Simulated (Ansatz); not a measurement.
# C2H9AlOSi: the cost of one run

All numbers below are computed with Ansatz 0.2.0 (RKS revPBE/cc-pVDZ).

## (1) The structure to begin with

Bond lengths: O1–C2 1.354 Å, C2–Al3 1.998 Å, C2–C4 1.529 Å, C4–Si5 1.876 Å, O1–H6 1.000 Å, C2–H7 1.139 Å, Al3–H8 1.644 Å, Al3–H9 1.609 Å, C4–H10 1.045 Å, C4–H11 1.179 Å, Si5–H12 1.501 Å, Si5–H13 1.527 Å, Si5–H14 1.438 Å. Angles (14 of 22 angles, heavy atoms first): O1–C2–Al3 108.4°, O1–C2–C4 115.6°, Al3–C2–C4 110.8°, C2–C4–Si5 112.4°, O1–C2–H7 109.0°, Al3–C2–H7 106.1°, C4–C2–H7 106.5°, C2–O1–H6 110.4°, C2–Al3–H8 118.6°, C2–Al3–H9 120.6°, C2–C4–H10 112.5°, C2–C4–H11 105.8°, Si5–C4–H10 110.7°, Si5–C4–H11 105.7°.

Structure file:

```xyz
14

O    -0.8643    0.3842    1.4351
C     0.2094   -0.0900    0.7600
Al    0.6314   -1.9165    1.4521
C     0.0798   -0.1039   -0.7635
Si   -0.2456    1.6033   -1.4702
H    -1.6791   -0.1514    1.2139
H     1.1157    0.5561    1.0022
H     1.9766   -2.6791    0.8931
H    -0.2570   -2.5761    2.6206
H     0.9035   -0.5465   -1.2307
H    -0.8873   -0.7366   -0.9982
H     0.9413    2.4506   -1.1167
H    -1.5019    2.2345   -0.8749
H    -0.4353    1.5422   -2.8941
```

## (2) Relaxing end A

input.yaml

```yaml
crystal:
  periodic: [false, false, false]
  atoms:
    - { symbol: O, position_ang: [-0.8643, 0.3842, 1.4351] }
    - { symbol: C, position_ang: [0.2094, -0.09, 0.76] }
    - { symbol: Al, position_ang: [0.6314, -1.9165, 1.4521] }
    - { symbol: C, position_ang: [0.0798, -0.1039, -0.7635] }
    - { symbol: Si, position_ang: [-0.2456, 1.6033, -1.4702] }
    - { symbol: H, position_ang: [-1.6791, -0.1514, 1.2139] }
    - { symbol: H, position_ang: [1.1157, 0.5561, 1.0022] }
    - { symbol: H, position_ang: [1.9766, -2.6791, 0.8931] }
    - { symbol: H, position_ang: [-0.257, -2.5761, 2.6206] }
    - { symbol: H, position_ang: [0.9035, -0.5465, -1.2307] }
    - { symbol: H, position_ang: [-0.8873, -0.7366, -0.9982] }
    - { symbol: H, position_ang: [0.9413, 2.4506, -1.1167] }
    - { symbol: H, position_ang: [-1.5019, 2.2345, -0.8749] }
    - { symbol: H, position_ang: [-0.4353, 1.5422, -2.8941] }
basis:
  gaussian: { orbitals: cc-pVDZ }
hamiltonian:
  xc: revpbe
relax:
  f_tol: 0.015
  max_steps: 40
```

On the command line:

```
ansatz run input.yaml --threads 2 --pin off --max-ram 3072MiB --backend cpu --events-out ev --progress --plain --runs-dir out
```

What time and memory should one allow on 2 threads of Arm Neoverse V1, shared host?

About 82 s, with a peak of 0.18 GiB.
